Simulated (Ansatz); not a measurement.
# C2H7NOSi: the cost of one run

The runs use Ansatz 0.2.0, Gaussian basis; the settings change from run to run.

### Step 1. The geometry

The structure was relaxed beforehand with PBE0-D4 in a triple-zeta def2 set.

SMILES `NC1([SiH3])CO1`, 12 atoms, charge 0, spin multiplicity 1.

Atoms are counted from 1 here; the program's logs count them from 0.

Bond lengths: N1–C2 1.409 Å, N1–H6 1.012 Å, N1–H7 1.013 Å, C2–Si3 1.884 Å, C2–C4 1.461 Å, C2–O5 1.456 Å, Si3–H8 1.484 Å, Si3–H9 1.485 Å, Si3–H10 1.488 Å, C4–O5 1.415 Å, C4–H11 1.090 Å, C4–H12 1.089 Å. Angles: C2–N1–H6 112.1°, C2–N1–H7 112.7°, H6–N1–H7 108.9°, N1–C2–Si3 115.3°, N1–C2–C4 119.4°, N1–C2–O5 118.6°, Si3–C2–C4 119.4°, Si3–C2–O5 113.8°, C4–C2–O5 58.0°, C2–Si3–H8 108.5°, C2–Si3–H9 110.4°, C2–Si3–H10 109.1°, H8–Si3–H9 110.0°, H8–Si3–H10 110.0°, H9–Si3–H10 108.9°, C2–C4–O5 60.8°, C2–C4–H11 118.1°, C2–C4–H12 121.1° and more.

### Step 2. HF/def2-SVPD

This run has atoms shaken by 0.08 Å, high accuracy.

in.yaml

```yaml
crystal:
  periodic: [false, false, false]
  atoms:
    - {symbol: N, position_ang: [-0.778700, 1.088025, 0.298754]}
    - {symbol: C, position_ang: [-0.193239, 0.092179, -0.182507]}
    - {symbol: Si, position_ang: [1.610498, 0.193178, -0.229550]}
    - {symbol: C, position_ang: [-0.827681, -1.277983, 0.292042]}
    - {symbol: O, position_ang: [-0.977302, -0.982184, -1.103651]}
    - {symbol: H, position_ang: [-0.816688, 2.089333, -0.309294]}
    - {symbol: H, position_ang: [-1.986092, 1.124781, 0.319685]}
    - {symbol: H, position_ang: [2.296180, -0.949645, -0.587444]}
    - {symbol: H, position_ang: [2.152686, 0.757606, 1.114824]}
    - {symbol: H, position_ang: [1.829240, 1.257878, -1.223739]}
    - {symbol: H, position_ang: [-1.935013, -1.143322, 0.768952]}
    - {symbol: H, position_ang: [-0.106559, -2.085437, 0.443653]}
basis:
  gaussian: {orbitals: def2-SVPD}
hamiltonian: {xc: {name: HF}}
accuracy: high
output: {forces: true}
```

The run is started by

```bash
ansatz run in.yaml --threads 4 --pin off --events-out ev --progress --plain --max-ram 10444MiB
```

What time and memory should one allow on 4 threads of Intel Xeon 6975P-C, shared host?

About 3.6 s, with a peak of 0.8 GiB.
